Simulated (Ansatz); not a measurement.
This script drives Ansatz's Python interface.

Input file `c2h5brosi.xyz`:
```text
10

Br   -2.31720   -0.25580    0.81460
C    -0.44370   -0.15280    0.73650
C     0.20830   -1.07990   -0.31630
O     0.63800   -0.07700   -1.31580
Si    0.28180    1.19890   -0.32720
H    -0.00310   -0.20940    1.73600
H    -0.37030   -1.87050   -0.71440
H     1.18920   -1.56140    0.06080
H    -0.66190    2.18700   -0.88250
H     1.56210    1.76970    0.21130
```

`disp_c2h5brosi.py`
```python
# -*- coding: utf-8 -*-
'''Dispersion corrections for C2H5BrOSi.'''

import ansatz as az

params = {
    'basis_set': 'def2-SVP',
}

molecule = az.Crystal.molecule_from_extxyz('c2h5brosi.xyz')

base = molecule.calculation().basis(gaussian=params['basis_set'])
for name in ['pbe0', 'b3lyp']:
    for correction in ('d3bj', 'd4'):
        summary = base.functional(name, dispersion=correction).run(threads=1).report
        print(f'{name:8s} {correction:5s} total {summary["free_energy_ev"]:.5f} eV, of which dispersion {1000 * summary["dispersion"]["energy"]["ev"]:.2f} meV')
```

It is started by `python disp_c2h5brosi.py`. Estimate its wall time and peak memory on 1 thread of Arm Neoverse V2 (shared host).

It took about 17 s, with a peak of 0.33 GiB, for 4 runs of the engine.

```console
$ python disp_c2h5brosi.py
pbe0     d3bj  total -82096.10297 eV, of which dispersion -232.27 meV
pbe0     d4    total -82096.09175 eV, of which dispersion -221.05 meV
b3lyp    d3bj  total -82113.68277 eV, of which dispersion -478.72 meV
b3lyp    d4    total -82113.63162 eV, of which dispersion -427.57 meV
```

Total energies depend on the basis set; only differences at equal settings carry meaning. The geometry is a force-field or estimated start, not a minimum of this method, and the basis set is short of its limit. D4 holds the three-body term, and d3bj doesn't. b3lyp holds the VWN-RPA fit, as in Gaussian; the form of ORCA and Turbomole is b3lyp5.
